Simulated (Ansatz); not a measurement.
# Li started on a Ga site and Li started on a Ga site in perovskite LaGaO3, 40 atoms, charge 0

Wanted: geometry and frontier levels of the defect cell, compared across PBEsol, HSE06 and r²SCAN.

All numbers are computed with Ansatz 0.2.0 (PAW, plane waves).

### 1 Starting point

40 atoms (8 La, 2 Li, 6 Ga, 24 O); a = 7.729 Å, b = 7.729 Å, c = 7.729 Å, α = 90.00°, β = 90.00°, γ = 90.00°. All atoms were shaken off their sites by about 0.02 Å along each axis. Defect site 1: (0.250, 0.250, 0.250). Defect site 2: (0.750, 0.750, 0.750).

Plan of the steps: (2) PBEsol relaxation at the single k point (¼, ¼, ¼), on 8 threads of Intel Xeon Platinum 8259CL at 2.50GHz; (3) HSE06 single point at the single k point (¼, ¼, ¼), on 8 threads of Intel Xeon Platinum 8259CL at 2.50GHz; (4) r²SCAN single point at the single k point (¼, ¼, ¼), on 8 threads of Intel Xeon Platinum 8259CL at 2.50GHz.

### 2 PBEsol relaxation in the fixed cell

The input, in.yaml:

```yaml
crystal:
  lattice:
    - [7.729308, 0.000000, 0.000000]
    - [0.000000, 7.729308, 0.000000]
    - [0.000000, 0.000000, 7.729308]
  atoms:
    - { symbol: La, position: [0.997000, 0.998224, 0.000789] }
    - { symbol: La, position: [0.994033, 0.999516, 0.497954] }
    - { symbol: La, position: [0.002054, 0.497460, 0.004998] }
    - { symbol: La, position: [0.998662, 0.492288, 0.498815] }
    - { symbol: La, position: [0.497922, 0.996145, 0.000793] }
    - { symbol: La, position: [0.499714, 0.999323, 0.498832] }
    - { symbol: La, position: [0.502527, 0.502996, 0.999092] }
    - { symbol: La, position: [0.498804, 0.497779, 0.499624] }
    - { symbol: Li, position: [0.251470, 0.248131, 0.249337] }
    - { symbol: Li, position: [0.748385, 0.749615, 0.750112] }
    - { symbol: Ga, position: [0.250344, 0.248535, 0.753590] }
    - { symbol: Ga, position: [0.246830, 0.745699, 0.245683] }
    - { symbol: Ga, position: [0.256105, 0.749451, 0.752859] }
    - { symbol: Ga, position: [0.752062, 0.248917, 0.252461] }
    - { symbol: Ga, position: [0.750549, 0.250120, 0.749232] }
    - { symbol: Ga, position: [0.749451, 0.755579, 0.253786] }
    - { symbol: O, position: [0.255153, 0.249337, 0.995451] }
    - { symbol: O, position: [0.252924, 0.251689, 0.502668] }
    - { symbol: O, position: [0.252649, 0.748482, 0.998492] }
    - { symbol: O, position: [0.247264, 0.750326, 0.497636] }
    - { symbol: O, position: [0.751632, 0.253965, 0.002825] }
    - { symbol: O, position: [0.747734, 0.249440, 0.502413] }
    - { symbol: O, position: [0.748915, 0.750192, 0.997958] }
    - { symbol: O, position: [0.750853, 0.750929, 0.504713] }
    - { symbol: O, position: [0.998859, 0.255121, 0.251864] }
    - { symbol: O, position: [0.001175, 0.246193, 0.749413] }
    - { symbol: O, position: [0.001464, 0.753698, 0.249181] }
    - { symbol: O, position: [0.999423, 0.753725, 0.751278] }
    - { symbol: O, position: [0.497817, 0.250639, 0.246038] }
    - { symbol: O, position: [0.502439, 0.250870, 0.743269] }
    - { symbol: O, position: [0.499528, 0.748593, 0.248904] }
    - { symbol: O, position: [0.499363, 0.746742, 0.748720] }
    - { symbol: O, position: [0.251090, 0.002112, 0.249803] }
    - { symbol: O, position: [0.247089, 0.000744, 0.746743] }
    - { symbol: O, position: [0.252291, 0.501840, 0.250124] }
    - { symbol: O, position: [0.247496, 0.502666, 0.751082] }
    - { symbol: O, position: [0.745658, 0.000042, 0.251818] }
    - { symbol: O, position: [0.750617, 0.999334, 0.747867] }
    - { symbol: O, position: [0.747570, 0.498869, 0.252370] }
    - { symbol: O, position: [0.747878, 0.502951, 0.750947] }
  symmetry: { detect: false }
kpoints:
  mp_grid: { grid: [1, 1, 1], shift: [0.25, 0.25, 0.25] }
hamiltonian:
  xc: pbesol
scf:
  occupations: { method: fermi_dirac, width: 0.01 }
relax:
  f_tol: 0.03
  max_steps: 80
  escape_saddle: false
  adjacent_minimum: "off"
output:
  forces: true
  eigenvalues: true
  populations: true
```

Started as:

```sh
$ ansatz run in.yaml --threads 8 --pin off --max-ram 13300MiB --runs-dir r --events-out ev --progress --plain
```

After this run come: HSE06 on the final geometry; Single point with r²SCAN.

Q: Predict the outcome of this session. Wanted: for each run, top filled to lowest empty.

The runs gave:

```
             level                     time  top filled to lowest empty (eV)
PBEsol, relaxation     61 s (8 CPU threads)                             0.06
             HSE06  3.6 min (8 CPU threads)                             0.46
            r²SCAN     21 s (8 CPU threads)                             0.07
```

```
     quantity                              value
   relaxation  15 recorded steps, 2.21 eV gained
largest shift                       0.46 Å (O30)
```

**In words.** Relaxation gains 2.21 eV, with shifts up to 0.46 Å (O30). At the same k points, PBEsol gives a spacing 0.40 eV smaller and r²SCAN gives a spacing 0.39 eV smaller than the 0.46 eV of HSE06. In a defect cell this spacing can involve defect levels, so it need not be the gap. The price of HSE06 is about 10 times the time of r²SCAN here.
